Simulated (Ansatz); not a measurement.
HfIn4SiO6:

```xyz
12
Lattice="5.6987 0.0038 0.0156 -0.7051 6.1082 -0.0057 -2.7372 -1.3956 6.6308" Properties=species:S:1:pos:R:3 pbc="T T T"
Hf    0.2972   -0.0900    0.8831
In   -0.4860    5.0863    4.8335
In    2.9601   -0.6377    3.2997
In   -0.4663    2.2403    3.5350
In    2.4974    2.6606    1.3677
Si    2.2933    1.4988    5.6832
O     0.7088    1.2617    5.2639
O     3.2588    1.4387    4.3619
O     5.4139    1.6003    0.0368
O     2.4594    2.8937    6.5395
O    -0.6297   -0.1526    2.6118
O     2.1007    0.3624    1.4524
```

The cell was built by a generator and needn't be a form met in nature.

```yaml
Program: Ansatz 0.2.0
Task: relaxation of cell and atoms
Functional: r2SCAN
Potentials_or_basis: Ansatz PAW
Cutoff: "500 eV (not typed: the program's choice for these potentials)"
k_mesh: 4 × 4 × 3
Occupations: fermi-dirac, width 0.05 eV
Spin: no spin polarisation
```

At the start: volume 19.25 Å³/atom.

Task: How do energy, volume and symmetry change on relaxing?

Result: It ends after 17 steps and the volume is 18.03 Å³/atom (-6.3 %); space group P1 (No. 1, to 0.05 Å).

The path:
| step | energy change (eV) | largest force (eV/Å) | volume (Å³) |
| --- | --- | --- | --- |
| 1 | 0.0000 | 0.3258 | 231.05 |
| 2 | -0.0888 | 0.4395 | 216.89 |
| 3 | -0.1217 | 0.2107 | 219.36 |
| 4 | -0.1264 | 0.1194 | 219.23 |
| 5 | -0.1293 | 0.0890 | 218.57 |
| 6 | -0.1317 | 0.0628 | 218.23 |
| 7 | -0.1344 | 0.0348 | 218.17 |
| 8 | -0.1363 | 0.0790 | 217.84 |
| 9 | -0.1378 | 0.0719 | 216.95 |
| 10 | -0.1386 | 0.0565 | 216.83 |
| 11 | -0.1392 | 0.0519 | 216.69 |
| 12 | -0.1396 | 0.0643 | 216.27 |
| 13 | -0.1398 | 0.0355 | 216.44 |
| 14 | -0.1399 | 0.0252 | 216.48 |
| 15 | -0.1400 | 0.0139 | 216.49 |
| 16 | -0.1401 | 0.0063 | 216.40 |
| 17 | -0.1355 | 0.0061 | 216.40 |

Final structure:
```yaml
crystal:
  lattice:
    - [5.55637, -0.06645, 0.09014]
    - [-0.76283, 6.09954, -0.00686]
    - [-2.56414, -1.34921, 6.35188]
  atoms:
    - { symbol: Hf, position: [0.12202, 0.01622, 0.11842] }
    - { symbol: In, position: [0.37310, 0.99395, 0.72106] }
    - { symbol: In, position: [0.75743, 0.00612, 0.49617] }
    - { symbol: In, position: [0.24870, 0.48317, 0.53042] }
    - { symbol: In, position: [0.62814, 0.49103, 0.26700] }
    - { symbol: Si, position: [0.85847, 0.43909, 0.85162] }
    - { symbol: O, position: [0.54041, 0.37336, 0.78827] }
    - { symbol: O, position: [0.91865, 0.39265, 0.63724] }
    - { symbol: O, position: [0.98397, 0.26275, 0.99492] }
    - { symbol: O, position: [0.97879, 0.69557, 0.98234] }
    - { symbol: O, position: [0.09000, 0.07144, 0.39233] }
    - { symbol: O, position: [0.50031, 0.11467, 0.22019] }
```

Caveat: the plane-wave basis is chosen anew once the cell has moved, so the energies of steps on either side of that aren't comparable; the PAW data sets come from PBE, with cores solved anew for the run's functional, which leaves a small shift of forces and pressure.
